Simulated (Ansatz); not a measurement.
# AlFH7NO2Si2: a relaxation

Aim: a sound relaxation of AlFH7NO2Si2. The structure is shown as the input types it.

Method: UKS BHLYP-D4/STO-3G, in Ansatz 0.2.0.

## 1. The starting structure

Bond lengths: N1–Si2 1.803 Å, Si2–O3 1.693 Å, Si2–F4 1.661 Å, Si2–O5 1.717 Å, O5–Al6 1.847 Å, Al6–Si7 2.365 Å, N1–H8 1.029 Å, N1–H9 0.972 Å, O3–H10 1.018 Å, Al6–H11 1.579 Å, Si7–H12 1.467 Å, Si7–H13 1.491 Å, Si7–H14 1.511 Å. Angles (14 of 20 angles, heavy atoms first): N1–Si2–O3 108.6°, N1–Si2–F4 107.8°, N1–Si2–O5 112.0°, O3–Si2–F4 107.0°, O3–Si2–O5 110.1°, F4–Si2–O5 111.2°, Si2–O5–Al6 108.3°, O5–Al6–Si7 120.2°, Si2–N1–H8 105.3°, Si2–N1–H9 106.7°, Si2–O3–H10 106.6°, O5–Al6–H11 118.5°, Si7–Al6–H11 121.3°, Al6–Si7–H12 110.2°.

Coordinates:

```xyz
14

N     0.0550   -2.3465   -1.0787
Si   -0.1382   -1.5557    0.5301
O     1.3203   -0.7999    0.9382
F    -0.3971   -2.7493    1.6559
O    -1.4174   -0.4110    0.5339
Al   -0.9914    0.9381   -0.6537
Si    0.3206    2.7736    0.0539
H    -0.8592   -2.7725   -1.2834
H     0.7439   -3.0245   -0.9762
H     1.1843   -0.3817    1.8567
H    -1.4596    0.7958   -2.1553
H     1.6042    2.3030    0.5846
H     0.4728    3.6983   -1.1058
H    -0.4510    3.5031    1.1288
```

## 2. Input and run

Input file input.yaml:

```yaml
crystal:
  periodic: [false, false, false]
  atoms:
    - { symbol: "N", position_ang: [0.055, -2.3465, -1.0787] }
    - { symbol: Si, position_ang: [-0.1382, -1.5557, 0.5301] }
    - { symbol: O, position_ang: [1.3203, -0.7999, 0.9382] }
    - { symbol: F, position_ang: [-0.3971, -2.7493, 1.6559] }
    - { symbol: O, position_ang: [-1.4174, -0.411, 0.5339] }
    - { symbol: Al, position_ang: [-0.9914, 0.9381, -0.6537] }
    - { symbol: Si, position_ang: [0.3206, 2.7736, 0.0539] }
    - { symbol: H, position_ang: [-0.8592, -2.7725, -1.2834] }
    - { symbol: H, position_ang: [0.7439, -3.0245, -0.9762] }
    - { symbol: H, position_ang: [1.1843, -0.3817, 1.8567] }
    - { symbol: H, position_ang: [-1.4596, 0.7958, -2.1553] }
    - { symbol: H, position_ang: [1.6042, 2.303, 0.5846] }
    - { symbol: H, position_ang: [0.4728, 3.6983, -1.1058] }
    - { symbol: H, position_ang: [-0.451, 3.5031, 1.1288] }
magnetization:
  spin_polarized: true
basis:
  gaussian: { orbitals: STO-3G }
hamiltonian:
  xc: bhlyp
  dispersion: d4
relax:
  f_tol: 0.02
  max_steps: 50
```

The run is started by

```
$ ansatz run input.yaml --threads 1 --pin off --max-ram 2048MiB --backend cpu --events-out ev --progress --plain --runs-dir out
```

Q: Will this input give a usable result? If not, why, and what should change?

The program refused the input before any cycle. The line that matters: «line 23 column 7: hamiltonian.xc: unknown variant `bhlyp`, expected one of `lda`, `lda-pw`, `pw92`, `pbe`, `pbesol`, `rpbe`, `revpbe`, `blyp`, ...»

The method's name matches nothing in the program's list.

Fix: pick a listed method.
